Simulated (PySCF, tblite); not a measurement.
**C7H10Cl2Si: geometry, infrared bands and NMR shifts**

Aim: predict the infrared bands and NMR shifts of C7H10Cl2Si (`C=C(C)[Si@H](Cl)C1=C(Cl)CC1`).

Programs: tblite 0.8.0 and PySCF 2.14.0, with density-fitted response routines of our own. Each step states its level of theory. These are calculated values for one molecule in the gas phase, unless marked as measured. Atoms are numbered from 0 throughout.

### Step 1. Starting geometry

20 atoms, charge 0, multiplicity 1; geometry from: force field or distance geometry start.

Bonds of the start (Å): C0–C1 1.35, C1–C2 1.48, C1–Si3 1.84, Si3–Cl4 2.08, Si3–C5 1.84, C5–C6 1.33, C6–Cl7 1.78, C6–C8 1.48, C8–C9 1.48, C9–C5 1.48, C0–H10 1.08, C0–H11 1.10, C2–H12 1.11, C2–H13 1.10, C2–H14 1.10, Si3–H15 1.49, C8–H16 1.11, C8–H17 1.11, C9–H18 1.12, C9–H19 1.10.

### Step 2. Optimising the geometry with GFN2-xTB

What the job is given:

```
{"job": {"kind": "relax", "xc": "GFN2-xTB", "basis": "xTB"}, "charge": 0, "multiplicity": 1}
C      2.766900    -0.438100     1.032100
C      1.896800    -0.284400     0.005100
C      2.136600     0.718500    -1.063100
Si     0.376600    -1.311000    -0.147200
Cl     0.299500    -2.305200    -1.971900
C     -1.158200    -0.322800     0.072200
C     -1.368900     0.897200     0.546300
Cl    -0.255200     2.123000     1.205100
C     -2.836000     0.931500     0.373800
C     -2.619900    -0.436600    -0.157600
H      3.658400     0.172000     1.123400
H      2.542400    -1.191400     1.797200
H      3.167000     0.561600    -1.439800
H      2.094400     1.735900    -0.641300
H      1.449800     0.578100    -1.917200
H      0.411600    -2.281800     0.984900
H     -3.404600     0.935600     1.332800
H     -3.144200     1.707000    -0.356400
H     -3.111200    -1.246100     0.438700
H     -2.907100    -0.532300    -1.220200
```

On the command line:

```console
> OMP_NUM_THREADS=1 python probes_run.py task.json out
```

One launch serves the whole session: the jobs run in the order shown.

**Question.** This job is followed by: GFN2-xTB harmonic vibrations, gas phase; GIAO PBE0/pcSseg-1 NMR shielding, non-relativistic, gas phase. Predict these results of the whole session: strongest single infrared mode (GFN2-xTB); zero-point energy (GFN2-xTB); ¹³C shifts against TMS (PBE0/pcSseg-1); ¹H shifts against TMS (PBE0/pcSseg-1, means over atoms taken as alike); ²⁹Si shifts against TMS (PBE0/pcSseg-1); ³⁵Cl shifts against HCl (PBE0/pcSseg-1); surface potential, 1st and 99th percentile.

**Answer**, as computed:

| quantity | value |
| --- | --- |
| strongest single infrared mode (GFN2-xTB) | 635 cm⁻¹, 344 km/mol |
| zero-point energy (GFN2-xTB) | 91.8 kcal/mol |
| ¹³C shifts against TMS (PBE0/pcSseg-1) | 158.7, 152.9, 150.1, 136.8, 41.7, 29.0, 25.1 ppm |
| ¹H shifts against TMS (PBE0/pcSseg-1, means over atoms taken as alike) | 6.21, 5.87, 5.40, 2.90, 2.90, 2.64, 2.43, 2.14 ppm |
| ²⁹Si shifts against TMS (PBE0/pcSseg-1) | -19.0 ppm |
| ³⁵Cl shifts against HCl (PBE0/pcSseg-1) | 264, -33 ppm |
| surface potential, 1st and 99th percentile | -0.61 V and 0.85 V |

What this shows: Over 121 steps the energy fell by 0.498 eV; of the close pairs, C6–Cl7 changed most, 1.782 to 1.704 Å. All 54 modes are real, so the xTB geometry is a minimum. The strongest single mode, at 635 cm⁻¹, moves mainly H15. GFN2-xTB is a fitted tight-binding method: band positions and strengths are rough. Its intensities can rank the bands wrongly. At PBE0/pcSseg-1: Shielding is most anisotropic at Cl7 (span 520 ppm, paramagnetic term -464 ppm). By nearest atom (PBE0/pcSseg-1), the HOMO sits on C5 34 %; C6 23 % and the LUMO on C5, C6 about 27 % each; Si3 11 %.
